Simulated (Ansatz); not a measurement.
# MgSbH3 (SMILES [MgH][SbH2]): functionals against CCSD(T) at one geometry

Aim: energy, forces and dipole at a structure displaced at random from a GFN2-xTB minimum, from CCSD(T) and from density functionals.

Method: single points in def2-TZVPP; program: Ansatz 0.2.0, Gaussian basis.

Correlated methods freeze the cores. Filled d shells of the heavier atoms are correlated. Core potentials replace the inner electrons past krypton, and spin-orbit coupling is left out. The outer core shell of Li, Na, Mg and K is correlated.

## (1) The starting structure

SMILES `[MgH][SbH2]`, 5 atoms, charge 0, spin multiplicity 1.

Atoms are counted from 1 here; the program's logs count them from 0.

Bond lengths: Mg1–Sb2 2.567 Å, Mg1–H3 1.591 Å, Sb2–H4 1.832 Å, Sb2–H5 1.750 Å. Angles: Sb2–Mg1–H3 151.0°, Mg1–Sb2–H4 82.7°, Mg1–Sb2–H5 82.7°, H4–Sb2–H5 92.8°.

Coordinates:

```csv
atom,x (Å),y (Å),z (Å)
Mg1,0.2485,-0.8679,0.7891
Sb2,-0.8177,1.3479,0.0513
H3,1.2797,-2.0581,0.5651
H4,-1.4055,0.3281,-1.3527
H5,0.7529,1.6025,-0.6779
```

## (2) CCSD(T)/def2-TZVPP

run/in.yaml

```yaml
crystal:
  periodic: [false, false, false]
  atoms:
    - {symbol: Mg, position_ang: [0.248500, -0.867900, 0.789100]}
    - {symbol: Sb, position_ang: [-0.817700, 1.347900, 0.051300]}
    - {symbol: H, position_ang: [1.279700, -2.058100, 0.565100]}
    - {symbol: H, position_ang: [-1.405500, 0.328100, -1.352700]}
    - {symbol: H, position_ang: [0.752900, 1.602500, -0.677900]}
basis:
  gaussian: {orbitals: def2-TZVPP}
correlation: {method: ccsd_t}
output: {forces: true}
```

No record of the launch command was kept for these runs.

## (3) PBE0-D4/def2-TZVPP

Edit run/in.yaml of step 2 so:

```diff
@@ -10,3 +10,3 @@
   gaussian: {orbitals: def2-TZVPP}
-correlation: {method: ccsd_t}
-output: {forces: true}
+hamiltonian: {xc: pbe0, dispersion: d4}
+output: {forces: true, orbitals: {seedname: orbitals}}
```

## (4) wB97M-V/def2-TZVPP

Edit run/in.yaml of step 3 so:

```diff
@@ -10,3 +10,3 @@
   gaussian: {orbitals: def2-TZVPP}
-hamiltonian: {xc: pbe0, dispersion: d4}
-output: {forces: true, orbitals: {seedname: orbitals}}
+hamiltonian: {xc: {name: wB97M-V}}
+output: {forces: true}
```

## (5) r2SCAN-D4/def2-TZVPP

Edit run/in.yaml of step 4 so:

```diff
@@ -10,3 +10,3 @@
   gaussian: {orbitals: def2-TZVPP}
-hamiltonian: {xc: {name: wB97M-V}}
+hamiltonian: {xc: r2scan, dispersion: d4}
 output: {forces: true}
```

## (6) PBE-D4/def2-TZVPP

Edit run/in.yaml of step 5 so:

```diff
@@ -10,3 +10,3 @@
   gaussian: {orbitals: def2-TZVPP}
-hamiltonian: {xc: r2scan, dispersion: d4}
+hamiltonian: {xc: pbe, dispersion: d4}
 output: {forces: true}
```

## (7) HSE06-D4/def2-TZVPP

Edit run/in.yaml of step 6 so:

```diff
@@ -10,3 +10,3 @@
   gaussian: {orbitals: def2-TZVPP}
-hamiltonian: {xc: pbe, dispersion: d4}
+hamiltonian: {xc: hse06, dispersion: d4}
 output: {forces: true}
```

## (8) r2SCAN0-D4/def2-TZVPP

Edit run/in.yaml of step 7 so:

```diff
@@ -10,3 +10,3 @@
   gaussian: {orbitals: def2-TZVPP}
-hamiltonian: {xc: hse06, dispersion: d4}
+hamiltonian: {xc: {name: r2SCAN0}, dispersion: d4}
 output: {forces: true}
```

(Steps that only read results are left out.)

What does the calculation give? Wanted: energy less free atoms, CCSD(T)/def2-TZVPP; RMS force component; RMS force error; HOMO and LUMO, PBE0-D4; T1 diagnostic.

**Answer**, as computed:

| quantity | value |
| --- | --- |
| energy less free atoms, CCSD(T)/def2-TZVPP | -820.7 kJ/mol |
| RMS force component | 0.630 to 0.670 eV/Å over the methods |
| RMS force error | PBE0-D4 0.067, wB97M-V 0.052, r2SCAN-D4 0.083, PBE-D4 0.181, HSE06-D4 0.069, r2SCAN0-D4 0.043 eV/Å |
| HOMO and LUMO, PBE0-D4 | -6.32 and -1.26 eV |
| T1 diagnostic | 0.012 |

**Reading.** Against CCSD(T) the functionals' energies less atoms differ by -37.7 to -13.1 kJ/mol, PBE-D4 by -27.3 kJ/mol. The reference is not at the basis limit: in triple zeta CCSD(T) underbinds, which counts against methods that bind more; the gaps are no ranking. For forces r2SCAN0-D4 does best and PBE-D4 worst. Frozen-core CCSD(T) forces in triple zeta carry basis errors of their own, and this is one geometry, so small gaps rank nothing.
